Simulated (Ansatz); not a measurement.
**ClFH₂NSn radical: small, medium and large basis sets**

The task here is to estimate one member of a computed series from the others.

Program: Ansatz 0.2.0, Gaussian basis. Level of theory: one geometry, several basis sets. These are calculated values, not measurements.

The runs, in order: PBE0-D4/def2-SVP; ωB97M-V/def2-SVP; PBE0-D4/def2-QZVPP; ωB97M-V/def2-QZVPP; the functionals' def2-TZVPP values are taken from earlier runs.

## Structure used throughout

The geometry comes from an earlier relaxation with PBE0-D4 in a triple-zeta def2 set; it is a stationary point. Sn takes the def2 core potential; no spin-orbit term is included.

SMILES `[NH2][Sn]([F])[Cl]`, 6 atoms, charge 0, spin multiplicity 2.

Atoms are counted from 1 here; the program's logs count them from 0.

Bond lengths: N1–Sn2 2.044 Å, N1–H5 1.015 Å, N1–H6 1.016 Å, Sn2–F3 1.926 Å, Sn2–Cl4 2.342 Å. Angles: Sn2–N1–H5 113.7°, Sn2–N1–H6 112.2°, H5–N1–H6 108.0°, N1–Sn2–F3 100.7°, N1–Sn2–Cl4 106.4°, F3–Sn2–Cl4 105.7°.

The first run:

in.yaml

```yaml
crystal:
  periodic: [false, false, false]
  atoms:
    - {symbol: N, position_ang: [0.070826, 0.907178, -0.590032]}
    - {symbol: Sn, position_ang: [-0.475100, -0.848871, 0.301695]}
    - {symbol: F, position_ang: [0.916822, -2.020907, -0.330952]}
    - {symbol: Cl, position_ang: [-0.083168, -0.576234, 2.594630]}
    - {symbol: H, position_ang: [-0.581803, 1.667823, -0.428092]}
    - {symbol: H, position_ang: [0.194423, 0.806914, -1.593451]}
basis:
  gaussian: {orbitals: def2-SVP}
magnetization: {spin_polarized: true, initial_magnetization: 1}
hamiltonian: {xc: pbe0, dispersion: d4}
output: {orbitals: {seedname: orbitals}}
```

Run with:

```sh
> ansatz run in.yaml --threads 4 --pin off --events-out ev --progress --plain --max-ram 10444MiB
```

Among the steps run: PBE0-D4 in def2-SVP; ωB97M-V in def2-SVP; PBE0-D4 in def2-QZVPP; ωB97M-V in def2-QZVPP.

One of the session's tables, all rows but one given; the rest of the session is left out.

It belongs to the step «Density functionals: the series». 

| functional | basis | HOMO (eV) | LUMO (eV) |
| --- | --- | --- | --- |
| PBE0-D4 | def2-SVP | -6.98 | -4.12 |
| PBE0-D4 | def2-TZVPP | -7.18 | -4.31 |
| PBE0-D4 | def2-QZVPP | -7.22 | -4.35 |
| ωB97M-V | def2-SVP | -9.00 | -2.29 |
| ωB97M-V | def2-TZVPP | -9.23 | -2.56 |
| ωB97M-V | def2-QZVPP | ? | ? |

Q: Estimate the row for ωB97M-V, def2-QZVPP from the others.

As computed: HOMO (eV): -9.27; LUMO (eV): -2.64. In the column «HOMO (eV)» it is the lowest.
